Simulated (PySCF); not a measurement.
**One shape, several levels: AlCNSCl2 (SMILES S=C=[N][Al]([Cl])[Cl])**

Wanted: a comparison of 6 runs (HF/STO-3G, r2SCAN/STO-3G, BLYP/6-31G, B3LYP/6-31G*, PBE0/def2-SVP, TPSS/6-31+G*) of AlCNSCl2. The job is set up through a Python script.

The calculation is run with PySCF 2.14.0.

### 1 The structure to begin with

AlCNSCl2: 6 atoms, total charge 0, spin state singlet. SMILES: `S=C=[N][Al]([Cl])[Cl]`. The shape comes from GFN2-xTB, which is rough for such elements, and wasn't checked as a minimum.

Bond lengths: Al1–Cl2 2.016 Å, Al1–Cl3 2.016 Å, Al1–N4 1.796 Å, N4–C5 1.200 Å, C5–S6 1.549 Å. Angles: Cl2–Al1–Cl3 128.8°, Cl2–Al1–N4 115.6°, Cl3–Al1–N4 115.6°, Al1–N4–C5 179.2°, N4–C5–S6 179.9°.

### 2 Energy and gradient at HF/STO-3G (run 1)

Input file input.xyz:

```xyz
6

Al     0.633280     1.096110    -0.002860
Cl     2.641930     0.934760     0.039550
Cl    -0.499710     2.763460    -0.034970
N     -0.271070    -0.455770    -0.010360
C     -0.867000    -1.497190    -0.000750
S     -1.637430    -2.841370     0.009390
```

Input file run.py:

```python
# AlCl2(NCS)
from pyscf import gto

molecule = gto.Mole()
molecule.atom = 'input.xyz'
molecule.max_memory = 1860
molecule.basis = 'sto-3g'
molecule.verbose = 4
molecule.spin = 0
molecule.build()

calc0 = molecule.RHF()
calc0.conv_tol = 1e-10
calc0.kernel()
if not calc0.converged:
    calc0 = calc0.newton().run(calc0.mo_coeff, calc0.mo_occ)

e_final = calc0.e_tot
print('Final energy', e_final)
grad = calc0.nuc_grad_method().kernel()
dip = calc0.dip_moment()
pop, q = calc0.mulliken_pop()
```

On the command line:

```bash
$ OMP_NUM_THREADS=1 python run.py
```

The program printed:

```text
PySCF version 2.14.0

[... 62 lines left out ...]
converged SCF energy = -1632.70568647548
Final energy -1632.7056864754843
[... 12 lines left out ...]
Dipole moment(X, Y, Z, Debye):  0.56216,  0.96530, -0.01240
[... 53 lines left out ...]
charge of    5S =      0.02183
```

Wall time 6 s (1 thread of Intel Xeon at 2.50GHz (Skylake/Cascade Lake), shared host); peak memory 0.12 GiB.

### 3 Energy and forces at r2SCAN/STO-3G (run 2)

Input file run.py:

```python
from pyscf import gto, dft

mol = gto.M(
    atom=[
    ('Al', (0.633280, 1.096110, -0.002860)),
    ('Cl', (2.641930, 0.934760, 0.039550)),
    ('Cl', (-0.499710, 2.763460, -0.034970)),
    ('N', (-0.271070, -0.455770, -0.010360)),
    ('C', (-0.867000, -1.497190, -0.000750)),
    ('S', (-1.637430, -2.841370, 0.009390)),
],
    verbose=4,
    basis='sto-3g',
    max_memory=1860,
)

mf = dft.RKS(mol)
mf.xc = 'r2scan'
mf.grids.level = 5
mf.conv_tol = 1e-10
mf.kernel()
if not mf.converged:
    mf = mf.newton().run(mf.mo_coeff, mf.mo_occ)

e_tot = mf.e_tot
print(f'total energy: {e_tot:.8f} hartree')
grad = mf.nuc_grad_method().kernel()
mf.analyze()
```

On the command line:

```bash
$ OMP_NUM_THREADS=1 python run.py
```

The program printed:

```text
PySCF version 2.14.0

[... 95 lines left out ...]
One-electron Energy =                -3083.960875820705041
[... 8 lines left out ...]
MO #4   energy= -55.2897526731482  occ= 2
[... 6 lines left out ...]
MO #11  energy= -6.89709314353384  occ= 2
[... 6 lines left out ...]
MO #18  energy= -5.42361430110146  occ= 2
[... 6 lines left out ...]
MO #25  energy= -0.727205308000342 occ= 2
[... 6 lines left out ...]
MO #32  energy= -0.285657785793762 occ= 2
[... 6 lines left out ...]
MO #39  energy= 0.0517427202164654 occ= 0
[... 6 lines left out ...]
MO #46  energy= 0.892404409109004  occ= 0
[... 55 lines left out ...]
Dipole moment(X, Y, Z, Debye):  0.10484,  0.17116, -0.00839
```

It took 36 s on 1 thread of Intel Xeon at 2.50GHz (Skylake/Cascade Lake), shared host; peak memory 0.5 GiB.

Runs 3 to 5 aren't shown in full; the table further down has their settings and results.

### 4 Energy and forces at TPSS/6-31+G(d) (spherical functions) (run 6)

Input file calc.py:

```python
# AlCl2(NCS)
from pyscf import gto, dft

mol = gto.M(
    atom='''
Al     1.196726     2.071348    -0.005405
Cl     4.992524     1.766440     0.074739
Cl    -0.944315     5.222183    -0.066084
N     -0.512248    -0.861280    -0.019578
C     -1.638393    -2.829279    -0.001417
S     -3.094294    -5.369411     0.017745
''',
    verbose=4,
    unit='bohr',
    max_memory=1860,
    basis='6-31+g*',
)

mf = dft.RKS(mol, xc='tpss')
mf.grids.level = 5
mf.conv_tol = 1e-10
mf.kernel()
if not mf.converged:
    mf = mf.newton().run(mf.mo_coeff, mf.mo_occ)

energy = mf.e_tot
print('E = %.10f Eh' % energy)
grad = mf.nuc_grad_method().kernel()
dip = mf.dip_moment()
pop, q = mf.mulliken_pop()
```

On the command line:

```bash
$ OMP_NUM_THREADS=1 python calc.py
```

The program printed:

```text
PySCF version 2.14.0

[... 77 lines left out ...]
converged SCF energy = -1654.09027153537
[... 14 lines left out ...]
Dipole moment(X, Y, Z, Debye):  0.69221,  1.18528, -0.00570
[... 131 lines left out ...]
charge of    5S =     -0.29607
```

Run time: 2.6 min. Hardware: 1 thread of Intel Xeon at 2.50GHz (Skylake/Cascade Lake), shared host; peak memory 1.3 GiB.

### 5 All runs side by side

```
run                               level  integration grid   energy (Eh)  dipole moment (D)  HOMO energy (eV)  LUMO energy (eV)  wall time
  1                           HF/STO-3G                 –  -1632.705686               1.12             -6.36              5.87        6 s
  2                       r2SCAN/STO-3G                 5  -1635.455322               0.20             -3.19              1.41       36 s
  3                          BLYP/6-31G                 5  -1653.835980               1.07             -6.36             -2.52       54 s
  4  B3LYP/6-31G* (spherical functions)                 5  -1654.045045               1.47             -7.26             -1.78       84 s
  5                       PBE0/def2-SVP                 5  -1652.847193               1.54             -7.48             -1.46       58 s
  6  TPSS/6-31+G* (spherical functions)                 5  -1654.090272               1.37             -6.58             -2.38    2.6 min
```

### 6 Outcome

| quantity | value |
| --- | --- |
| run 6: total energy | -1654.09027 Eh |
| run 6: dipole moment | 1.37 D |
| run 6: HOMO energy | -6.58 eV |
| run 6: LUMO energy | -2.38 eV |
| run 6: HOMO–LUMO gap | 4.20 eV |
| run 6: largest force on an atom | 1.920 eV/Å |

What this shows: The dipole moment (its size) runs from 0.20 D (r2SCAN/STO-3G) to 1.54 D (PBE0/def2-SVP). The two ends differ in method and basis. The HOMO–LUMO gap runs from 3.83 eV (BLYP/6-31G) to 12.23 eV (HF/STO-3G). Totals of different functionals can't be ranked against each other. In runs 1, 2 the basis is minimal, so the values are rough. All runs together took 6.6 min, the longest 2.6 min.
